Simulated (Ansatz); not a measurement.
**CH5NSSi: one species, many methods**

The task here is to estimate one member of a computed series from the others.

Method: functionals in def2-TZVPP, the program's frozen cores in correlated methods; program: Ansatz 0.2.0, Gaussian basis.

The runs, in order: LDA (SPW92), PBE-D4, revPBE-D4, BLYP-D4, r2SCAN-D4, B97M-V, PBE0-D4, B3LYP-D4, r2SCANh-D4, r2SCAN0-D4, HSE06-D4, BHLYP-D4, CAM-B3LYP-D4, LC-ωPBE, ωB97X-V, ωB97M-V, B2PLYP, PBE-QIDH; CCSD(T)/def2-SVP; CCSD(T)/def2-TZVPP; MP2/def2-QZVPP; extrapolation to the limit; RPA on PBE.

**The relaxed structure**

All runs share one geometry, relaxed beforehand with PBE0-D4 in a triple-zeta def2 set.

SMILES `N=C([SiH3])S`, 9 atoms, charge 0, spin multiplicity 1.

Atoms are counted from 1 here; the program's logs count them from 0.

Bond lengths: N1–C2 1.266 Å, N1–H5 1.023 Å, C2–Si3 1.894 Å, C2–S4 1.778 Å, Si3–H6 1.486 Å, Si3–H7 1.479 Å, Si3–H8 1.487 Å, S4–H9 1.343 Å. Angles: C2–N1–H5 113.7°, N1–C2–Si3 118.6°, N1–C2–S4 123.2°, Si3–C2–S4 118.2°, C2–Si3–H6 108.3°, C2–Si3–H7 109.4°, C2–Si3–H8 108.5°, H6–Si3–H7 111.1°, H6–Si3–H8 108.3°, H7–Si3–H8 111.1°, C2–S4–H9 97.5°.

Set-up of the first run:

The input, in.yaml:

```yaml
crystal:
  periodic: [false, false, false]
  atoms:
    - {symbol: N, position_ang: [-0.178149, 0.509360, -1.764096]}
    - {symbol: C, position_ang: [-0.391699, 0.225131, -0.548773]}
    - {symbol: Si, position_ang: [1.060444, -0.370696, 0.511229]}
    - {symbol: S, position_ang: [-1.979512, 0.412389, 0.229438]}
    - {symbol: H, position_ang: [-1.008113, 0.843316, -2.259571]}
    - {symbol: H, position_ang: [1.414466, 0.710869, 1.466197]}
    - {symbol: H, position_ang: [2.204686, -0.704137, -0.364728]}
    - {symbol: H, position_ang: [0.620032, -1.556685, 1.292893]}
    - {symbol: H, position_ang: [-1.653556, -0.115845, 1.420311]}
basis:
  gaussian: {orbitals: def2-TZVPP}
hamiltonian: {xc: lda}
output: {orbitals: {seedname: orbitals}}
```

On the command line:

```bash
ansatz run in.yaml --threads 2 --pin off --events-out ev --progress --plain --max-ram 4352MiB
```

Among the steps run: LDA; PBE-D4 (GGA); revPBE-D4 (GGA); BLYP-D4 (GGA); r2SCAN-D4 (meta-GGA); B97M-V (meta-GGA); B3LYP-D4 (hybrid); r2SCANh-D4 (hybrid); r2SCAN0-D4 (hybrid); HSE06-D4 (hybrid); BHLYP-D4 (hybrid); CAM-B3LYP-D4 (range-separated); LC-ωPBE (range-separated); ωB97X-V (range-separated); ωB97M-V (range-separated); B2PLYP (double hybrid); PBE-QIDH (double hybrid).

One of the session's tables, all rows but one given; the rest of the session is left out.

It belongs to the step «Orbital energies across the functionals». 

| functional | HOMO (eV) | gap (eV) |
| --- | --- | --- |
| LDA (SPW92) | -6.34 | 4.19 |
| PBE-D4 | ? | ? |
| revPBE-D4 | -6.20 | 4.35 |
| BLYP-D4 | -6.12 | 4.35 |
| r2SCAN-D4 | -6.54 | 4.76 |
| B97M-V | -6.70 | 4.95 |
| PBE0-D4 | -7.54 | 6.60 |
| B3LYP-D4 | -7.30 | 6.16 |
| r2SCANh-D4 | -7.05 | 5.64 |
| r2SCAN0-D4 | -7.70 | 6.85 |
| HSE06-D4 | -7.14 | 5.82 |
| BHLYP-D4 | -8.55 | 8.78 |
| CAM-B3LYP-D4 | -8.83 | 9.09 |
| LC-ωPBE | -10.22 | 11.61 |
| ωB97X-V | -9.84 | 11.17 |
| ωB97M-V | -9.69 | 10.93 |

Q: Estimate the row for PBE-D4 from the others.

As computed: HOMO (eV): -6.25; gap (eV): 4.31. In the column «HOMO (eV)» it lies between LDA (SPW92) (-6.34) and revPBE-D4 (-6.20).
